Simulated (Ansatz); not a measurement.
# K3Ru: the cost of one run

Method: DFT PBE, scalar-relativistic, plane waves, PAW, in Ansatz 0.2.0.

## Step 1: Starting point

The structure is tetragonal, space group P4/mmm (No. 123). The conventional cell has a = 4.915 Å, b = 4.915 Å, c = 4.864 Å, α = 90.00°, β = 90.00°, γ = 90.00°. Around K (site symmetry mmm) lie 8 K at 3.46 to 3.48 Å and 4 Ru at 3.46 Å. K (site symmetry 4/mmm) is surrounded by 8 K at 3.46 Å and 4 Ru at 3.48 Å. Ru (site symmetry 4/mmm) has 12 K at 3.46 to 3.48 Å as nearest neighbours.

Coordinates:

```
CELL_PARAMETERS angstrom
4.91472 0.00000 0.00000
0.00000 4.91472 0.00000
0.00000 0.00000 4.86420
ATOMIC_POSITIONS crystal
K 0.00000 0.50000 0.50000
K 0.50000 0.00000 0.50000
K 0.50000 0.50000 0.00000
Ru 0.00000 0.00000 0.00000
```

This is candidate A: Cu3Pd type (P4/mmm, No. 123).

(A quick probe on a coarse mesh, which set the mesh and smearing, is not shown.)

## Step 3: A loose first relaxation (candidate A)

Contents of input.yaml:

```yaml
crystal:
  lattice:
    - [4.9147203726, 0.0, 0.0]
    - [0.0, 4.9147203726, 0.0]
    - [0.0, 0.0, 4.8642039068]
  atoms:
    - { symbol: K, position: [0.0, 0.5, 0.5] }
    - { symbol: K, position: [0.5, 0.0, 0.5] }
    - { symbol: K, position: [0.5, 0.5, 0.0] }
    - { symbol: Ru, position: [0.0, 0.0, 0.0] }
basis:
  ecutwfc: 420
kpoints:
  mp_grid: { grid: [4, 4, 4] }
hamiltonian:
  xc: pbe
scf:
  occupations: { method: gaussian, width: 0.1 }
  lower_state_search: "off"
output:
  forces: true
  stress: true
  eigenvalues: true
relax:
  adjacent_minimum: "off"
  f_tol: 0.04
  max_steps: 70
  cell: { stress_tol: 0.4 }
```

Run with:

```
ansatz run input.yaml --threads 1 --pin off --max-ram 2560MiB --backend cpu --events-out ev --progress --plain --runs-dir out
```

**Question.** How long does this run take on 1 thread of Arm Neoverse V1, shared host, and how much memory does it need?

About 24 s, with a peak of 0.39 GiB.
